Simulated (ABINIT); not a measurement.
# NiMoIrPdW (Cm) in ABINIT: single point with PBE

Aim: the single point of NiMoIrPdW with PBE.

All numbers are computed with ABINIT 10.8.3 (patched build); they aren't measurements. Logs are shortened: lines on timing, memory, paths and dates and some standing lists are left out, and cuts for length are marked. The log counts tension as positive stress, the text compression.

## 1. Starting point

The structure is monoclinic, space group Cm (No. 8). Conventional cell: a = 4.689 Å, b = 2.863 Å, c = 11.144 Å, α = 90.00°, β = 101.20°, γ = 90.00°. Ni (site symmetry m) has 3 Ir at 2.59 to 2.61 Å and 3 Pd at 2.67 to 2.68 Å and 6 Ni at 2.75 to 2.86 Å as nearest neighbours. Mo (site symmetry m) has 3 Ir at 2.68 Å and 6 Mo at 2.75 to 2.86 Å and 2 W at 2.78 Å as nearest neighbours. Pd (site symmetry m) has 3 Ni at 2.67 to 2.68 Å and 3 W at 2.74 to 2.75 Å and 6 Pd at 2.75 to 2.86 Å as nearest neighbours. Around Ir (site symmetry m) lie 3 Ni at 2.59 to 2.61 Å and 3 Mo at 2.68 Å and 6 Ir at 2.75 to 2.86 Å. W (site symmetry m) has 3 Pd at 2.74 to 2.75 Å and 6 W at 2.75 to 2.86 Å and 2 Mo at 2.78 Å as nearest neighbours.

The cell was built by a generator and needn't be a form met in nature.

## 2. Single point, PBE, non-collinear spin, ferromagnetic start

run.abi

```
# Pseudopotentials
pp_dirpath "./"
pseudos "Ni.GGA_PBE-ansatz_soft_1.xml, Mo.GGA_PBE-ansatz_soft_1.xml, Pd.GGA_PBE-ansatz_soft_1.xml, Ir.GGA_PBE-ansatz_soft_1.xml, W.GGA_PBE-ansatz_soft_1.xml"

# Structure
acell 2.7470129137 2.7470129137 11.1442600287 Angstrom
rprim
     0.8535089108    -0.5210678089     0.0032981279
     0.8535089108     0.5210678089     0.0032981279
    -0.1979494371     0.0000000000     0.9802122323
ntypat 5
znucl 28 42 46 77 74
natom 5
typat 1 2 3 4 5
xred
     0.4983800000     0.4983800000     0.2952500000
     0.3177300000     0.3177300000     0.9120700000
     0.2473300000     0.2473300000     0.4906100000
     0.7498200000     0.7498200000     0.1080200000
     0.6867300000     0.6867300000     0.6940600000
chkprim 0
chksymtnons 0
tolsym 1.0e-6

# Plane-wave basis
ecut 15.4
pawecutdg 30.8
pawxcdev 0
pawovlp 30

# k points
kptopt 3
ngkpt 4 4 1
nshiftk 1
shiftk 0.0 0.0 0.0

# Exchange and correlation
ixc 11

# Bands and occupations
nband 100
occopt 3
tsmear 0.05 eV

# Spin
nsppol 1
nspinor 2
nspden 4
spinat
     0.0000000000     0.0000000000     1.0000000000
     0.0000000000     0.0000000000     1.0000000000
     0.0000000000     0.0000000000     0.0000000000
     0.0000000000     0.0000000000     0.6000000000
     0.0000000000     0.0000000000     0.0000000000
nsym 1
pawspnorb 0

# SCF cycle
nstep 80
tolvrs 1.0e-9

# Output
iomode 3
prtwf 0
prtden 0
prteig 0
prtebands 0
enunit 1
```

Potentials or basis: Ansatz PAW PBE generated set soft_1, frozen core.

On the command line:

```bash
mpirun --bind-to none -np 4 abinit run.abi > log 2>&1
```

run.abo:

```text
[... set-up lines left out ...]
 ETOT  1  -540.55963192735    -5.406E+02 5.666E+00 1.063E+02 2.677E-01 2.677E-01
 ETOT  2  -547.36515083451    -6.806E+00 5.636E-01 1.024E+03 1.039E-01 3.319E-01
 ETOT  3  -544.56325758967     2.802E+00 3.101E-01 1.491E+02 2.555E-01 1.666E-01
 ETOT  4  -544.04118260627     5.221E-01 1.612E-01 2.652E+01 1.533E-01 2.045E-01
 ETOT  5  -543.82018040469     2.210E-01 1.010E-01 6.185E+01 6.079E-01 8.124E-01
 ETOT  6  -543.76621127934     5.397E-02 6.867E-02 5.320E+00 5.803E-01 2.321E-01
 ETOT  7  -543.77602182429    -9.811E-03 2.797E-02 1.029E+01 1.082E-01 1.239E-01
 ETOT  8  -543.77422614301     1.796E-03 5.990E-02 6.060E+00 2.514E-02 1.490E-01
 ETOT  9  -543.77146645167     2.760E-03 1.327E-02 2.200E+00 3.645E-02 1.585E-01
 ETOT 10  -543.76682626283     4.640E-03 2.303E-02 8.832E-01 3.126E-02 1.351E-01
[... 33 lines left out ...]
 ETOT 44  -543.76667511264    -1.315E-09 9.496E-09 4.770E-07 7.003E-06 8.893E-05
 ETOT 45  -543.76667511456    -1.926E-09 2.744E-09 3.633E-07 1.794E-05 8.969E-05
 ETOT 46  -543.76667511836    -3.796E-09 4.259E-09 1.576E-07 3.470E-05 5.499E-05
 ETOT 47  -543.76667511950    -1.138E-09 1.242E-09 4.852E-08 1.939E-05 3.560E-05
 ETOT 48  -543.76667512016    -6.629E-10 1.895E-09 7.143E-09 1.721E-05 1.839E-05
 ETOT 49  -543.76667512017    -1.285E-11 5.395E-10 7.662E-09 1.727E-06 1.666E-05
 ETOT 50  -543.76667512021    -3.956E-11 8.454E-10 4.532E-09 4.181E-06 1.248E-05
 ETOT 51  -543.76667512023    -1.535E-11 2.604E-10 1.827E-09 3.270E-06 9.210E-06
 ETOT 52  -543.76667512024    -7.617E-12 4.395E-10 1.288E-09 1.547E-06 7.663E-06
 ETOT 53  -543.76667512024    -8.868E-12 8.873E-11 5.866E-10 2.795E-06 5.555E-06

 At SCF step   53       nres2   =  5.87E-10 < tolvrs=  1.00E-09 =>converged.

 Cartesian components of stress tensor (hartree/bohr^3)
  sigma(1 1)= -5.85383332E-05  sigma(3 2)= -9.64176779E-14
  sigma(2 2)=  1.53277640E-04  sigma(3 1)= -4.36048937E-06
  sigma(3 3)= -1.36024096E-04  sigma(2 1)= -8.05332574E-13

--- !ResultsGS
iteration_state: {dtset: 1, }
comment   : Summary of ground state results
lattice_vectors:
- [  4.4306519,  -2.7049162,   0.0171209, ]
- [  4.4306519,   2.7049162,   0.0171209, ]
- [ -4.1687358,   0.0000000,  20.6428769, ]
lattice_lengths: [   5.19110,    5.19110,   21.05960, ]
lattice_angles: [ 99.539,  99.539,  62.808, ] # degrees, (23, 13, 12)
lattice_volume:   4.9517696E+02
convergence: {deltae: -8.868E-12, res2:  5.866E-10, residm:  8.873E-11, diffor: null, }
etotal    :  -5.43766675E+02
entropy   :   0.00000000E+00
fermie    :   3.80623035E-01
cartesian_stress_tensor: # hartree/bohr^3
- [ -5.85383332E-05,  -8.05332574E-13,  -4.36048937E-06, ]
- [ -8.05332574E-13,   1.53277640E-04,  -9.64176779E-14, ]
- [ -4.36048937E-06,  -9.64176779E-14,  -1.36024096E-04, ]
pressure_GPa:   4.0488E-01
xred      :
- [  4.9838E-01,   4.9838E-01,   2.9525E-01, Ni]
- [  3.1773E-01,   3.1773E-01,   9.1207E-01, Mo]
- [  2.4733E-01,   2.4733E-01,   4.9061E-01, Pd]
- [  7.4982E-01,   7.4982E-01,   1.0802E-01, Ir]
- [  6.8673E-01,   6.8673E-01,   6.9406E-01,  W]
cartesian_forces: # hartree/bohr
- [ -9.91695478E-04,  -3.86012692E-11,   4.03956814E-03, ]
- [  1.96239521E-03,   2.14525413E-11,   5.35135944E-03, ]
- [  5.10670050E-04,   7.35601669E-11,  -9.78169473E-04, ]
- [ -6.47661391E-04,   4.73650090E-12,  -9.41966719E-03, ]
- [ -8.33708391E-04,  -6.11479399E-11,   1.00690908E-03, ]
force_length_stats: {min:   1.10344887E-03, max:   9.44190634E-03, mean:   4.34239237E-03, }
...

 Integrated electronic and magnetization densities in atomic spheres:
 ------------------------------------------------------------------------------------------------------------
 Radius=ratsph(iatom), smearing ratsm=  0.0000. mag(i)=approximate local magnetic moment.
    Atom    Radius     Total density      |mag|      mag(x)      mag(y)      mag(z)    mag(theta)  mag(phi)
    1 Ni   2.61160       17.800009      0.000002    0.000000   -0.000000    0.000002    1.919734    0.000000
    2 Mo   2.63806       12.926572      0.000006    0.000000    0.000000   -0.000006  178.910721    0.000000
    3 Pd   2.63806       17.408609      0.000002   -0.000000   -0.000000    0.000002    1.348337    0.000000
    4 Ir   2.63806       16.112790      0.000000   -0.000000    0.000000    0.000000    0.000000    0.000000
    5  W   2.63806       12.594242      0.000005   -0.000000   -0.000000    0.000005    1.079234    0.000000
 ------------------------------------------------------------------------------------------------------------
 Total magnetization (spheres)
 (cart.coord.)                                     -0.000000   -0.000000    0.000003
 (sph.coord.)                           0.000003                                        1.534771    0.000000
 Total magnetization (exact)
 (cart.coord.)                                     -0.000000   -0.000000    0.000004
 (sph.coord.)                           0.000004                                        1.806471    0.000000

================================================================================

 ----iterations are completed or convergence reached----

 Mean square residual over all n,k,spin=   13.751E-14; max=  88.730E-12
 reduced coordinates (array xred) for    5 atoms
       0.498380000000      0.498380000000      0.295250000000
       0.317730000000      0.317730000000      0.912070000000
       0.247330000000      0.247330000000      0.490610000000
       0.749820000000      0.749820000000      0.108020000000
       0.686730000000      0.686730000000      0.694060000000
 rms dE/dt=  6.1223E-02; max dE/dt=  1.9187E-01; dE/dt below (all hartree)
    1       0.004290416596      0.004290416759     -0.087402979146
    2      -0.008820589761     -0.008820589922     -0.102167301775
    3      -0.002280133471     -0.002280133914      0.022440525630
    4       0.002996555910      0.002996555839      0.191868545828
    5       0.003642352659      0.003642352944     -0.024141565056

 cartesian coordinates (angstrom) at end:
    1      1.68568199605070     0.00000000000000     3.23426488055136
    2     -0.52212690366164    -0.00000000000000     9.96897280941509
    3      0.07749417617064    -0.00000000000000     5.36377770099778
    4      3.27776382393413    -0.00000000000000     1.19356913310541
    5      1.68911795619129    -0.00000000000000     7.59417453195127

 cartesian forces (hartree/bohr) at end:
    1     -0.00099169547848    -0.00000000003860     0.00403956814199
    2      0.00196239521003     0.00000000002145     0.00535135944439
    3      0.00051067005039     0.00000000007356    -0.00097816947330
    4     -0.00064766139081     0.00000000000474    -0.00941966719063
    5     -0.00083370839114    -0.00000000006115     0.00100690907756
 frms,max,avg= 3.0753400E-03 9.4196672E-03   7.753E-06  8.419E-12 -4.221E-06 h/b

 cartesian forces (eV/Angstrom) at end:
    1     -0.05099503184476    -0.00000000198496     0.20772294571327
    2      0.10091041897396     0.00000000110313     0.27517796662592
    3      0.02625970980731     0.00000000378262    -0.05029949669353
    4     -0.03330408776268     0.00000000024356    -0.48437876220946
    5     -0.04287100917383    -0.00000000314435     0.05177734656380
 frms,max,avg= 1.5814034E-01 4.8437876E-01   3.987E-04  4.329E-10 -2.170E-04 e/A
 length scales=  5.191102071225  5.191102071225 21.059599330144 bohr
              =  2.747012913700  2.747012913700 11.144260028700 angstroms
 Fermi (or HOMO) energy (eV) =  10.35728   Average Vxc (eV)= -13.21530
 Eigenvalues (   eV  ) for nkpt=  16  k points:
 kpt#   1, nband=100, wtk=  0.06250, kpt=  0.0000  0.0000  0.0000 (reduced coord)
 -92.38543  -92.38543  -82.09670  -82.09670  -74.41009  -74.41009  -63.53860  -63.53860
 -52.82010  -52.82010  -52.76191  -52.76191  -52.74379  -52.74379  -50.66194  -50.66193
 -40.24068  -40.24068  -39.94263  -39.94263  -39.89354  -39.89354  -38.90756  -38.90756
 -38.71807  -38.71807  -38.61936  -38.61936  -27.94365  -27.94364  -27.21067  -27.21066
 -27.05417  -27.05417  -24.75168  -24.75168  -24.15421  -24.15420  -24.03760  -24.03760
   1.43065    1.43066    2.56453    2.56454    3.94842    3.94843    4.61672    4.61673
   4.96102    4.96102    6.74453    6.74453    6.86789    6.86790    7.36680    7.36680
   7.52278    7.52279    7.74902    7.74902    7.91689    7.91689    8.18134    8.18135
   8.21519    8.21520    8.40954    8.40954    8.66081    8.66081    8.76661    8.76662
   9.02208    9.02208    9.45600    9.45600    9.52788    9.52788    9.67631    9.67631
   9.70899    9.70900    9.85497    9.85497   10.21759   10.21759   10.43340   10.43340
  10.96482   10.96482   11.06542   11.06542   11.76746   11.76746   12.80089   12.80090
  13.62841   13.62842   14.14699   14.14699
 prteigrs : prtvol=0 or 1, do not print more k-points.

--- !EnergyTerms
iteration_state     : {dtset: 1, }
comment             : Components of total free energy in Hartree
kinetic             :  7.97256623608972E+01
hartree             :  1.43378570207470E+02
xc                  : -3.39898884741538E+01
Ewald energy        : -3.93681791635712E+02
psp_core            :  3.07996739260794E+01
local_psp           : -3.45649679157625E+02
PAW spherical_terms : -2.43481377869491E+01
internal            : -5.43765590559993E+02
'-kT*entropy'       : -1.08465060599957E-03
total_energy        : -5.43766675210599E+02
total_energy_eV     : -1.47966450268485E+04
...

--- !EnergyTermsDC
iteration_state     : {dtset: 1, }
comment             : '"Double-counting" decomposition of free energy'
band_energy         : -5.60343658955442E+01
Ewald energy        : -3.93681791635712E+02
psp_core            :  3.07996739260794E+01
xc_dc               : -1.39601568166277E+02
PAW spherical_terms :  1.47524613018155E+01
internal            : -5.43765590469638E+02
'-kT*entropy'       : -1.08465060599957E-03
total_energy_dc     : -5.43766675120244E+02
total_energy_dc_eV  : -1.47966450243898E+04
...

--- !EnergyTermsWithPAWCore
iteration_state     : {dtset: 1, }
comment             : 'Components of total free energy, including PAW core contributions'
Total energy        : -4.09717691249886E+04
Total energy DC     : -4.09717691248982E+04
Total energy (eV)   : -1.11489863484122E+06
Total energy DC (eV): -1.11489863483876E+06
...

 Cartesian components of stress tensor (hartree/bohr^3)
  sigma(1 1)= -5.85383332E-05  sigma(3 2)= -9.64176779E-14
  sigma(2 2)=  1.53277640E-04  sigma(3 1)= -4.36048937E-06
  sigma(3 3)= -1.36024096E-04  sigma(2 1)= -8.05332574E-13

-Cartesian components of stress tensor (GPa)         [Pressure=  4.0488E-01 GPa]
- sigma(1 1)= -1.72225722E+00  sigma(3 2)= -2.83670602E-09
- sigma(2 2)=  4.50958386E+00  sigma(3 1)= -1.28290027E-01
- sigma(3 3)= -4.00196706E+00  sigma(2 1)= -2.36937024E-08

== END DATASET(S) ==============================================================
================================================================================

 -outvars: echo values of variables after computation  --------
            acell      5.1911020712E+00  5.1911020712E+00  2.1059599330E+01 Bohr
           etotal     -5.4376667512E+02
            fcart     -9.9169547848E-04 -3.8601269215E-11  4.0395681420E-03
                       1.9623952100E-03  2.1452541324E-11  5.3513594444E-03
                       5.1067005039E-04  7.3560166897E-11 -9.7816947330E-04
                      -6.4766139081E-04  4.7365008976E-12 -9.4196671906E-03
                      -8.3370839114E-04 -6.1147939904E-11  1.0069090776E-03
            rprim      8.5350891080E-01 -5.2106780890E-01  3.2981279000E-03
                       8.5350891080E-01  5.2106780890E-01  3.2981279000E-03
                      -1.9794943710E-01  0.0000000000E+00  9.8021223230E-01
           strten     -5.8538333190E-05  1.5327763994E-04 -1.3602409571E-04
                      -9.6417677920E-14 -4.3604893738E-06 -8.0533257425E-13
           xangst      1.6856819961E+00  9.8258232032E-17  3.2342648806E+00
                      -5.2212690366E-01 -2.0078433687E-17  9.9689728094E+00
                       7.7494176171E-02 -6.3971309186E-18  5.3637777010E+00
                       3.2777638239E+00 -6.3992006625E-17  1.1935691331E+00
                       1.6891179562E+00 -1.9184824328E-17  7.5941745320E+00
             xred      4.9838000000E-01  4.9838000000E-01  2.9525000000E-01
                       3.1773000000E-01  3.1773000000E-01  9.1207000000E-01
                       2.4733000000E-01  2.4733000000E-01  4.9061000000E-01
                       7.4982000000E-01  7.4982000000E-01  1.0802000000E-01
                       6.8673000000E-01  6.8673000000E-01  6.9406000000E-01
 Calculation completed.
```

Wall time 13 min (4 MPI ranks of Arm Neoverse V1, shared host); peak memory 2.3 GiB.

What came out:

* Free energy: -14796.6450 eV
* Pressure: 0.4 GPa
* Largest force: 0.486 eV/Å
* Band gap on the k mesh: none (metal or under the smearing width)
* Net moment: 0.00 μB per cell

Forces in eV/Å, atoms in the order of the input:
```
Ni  -0.051  0.000  0.208
Mo   0.101  0.000  0.275
Pd   0.026  0.000 -0.050
Ir  -0.033  0.000 -0.484
W   -0.043  0.000  0.052
```

Moments on the atoms (μB; x, y, z):
```
Ni  0.00 0.00 0.00
Mo  0.00 0.00 0.00
Pd  0.00 0.00 0.00
Ir  0.00 0.00 0.00
W   0.00 0.00 0.00
```

Caveat: the k mesh is coarse (spacing up to 0.65 Å⁻¹), so the values aren't converged; the atomic spheres overlap. Spin-orbit coupling is left out, which matters for the levels of Ir, W.
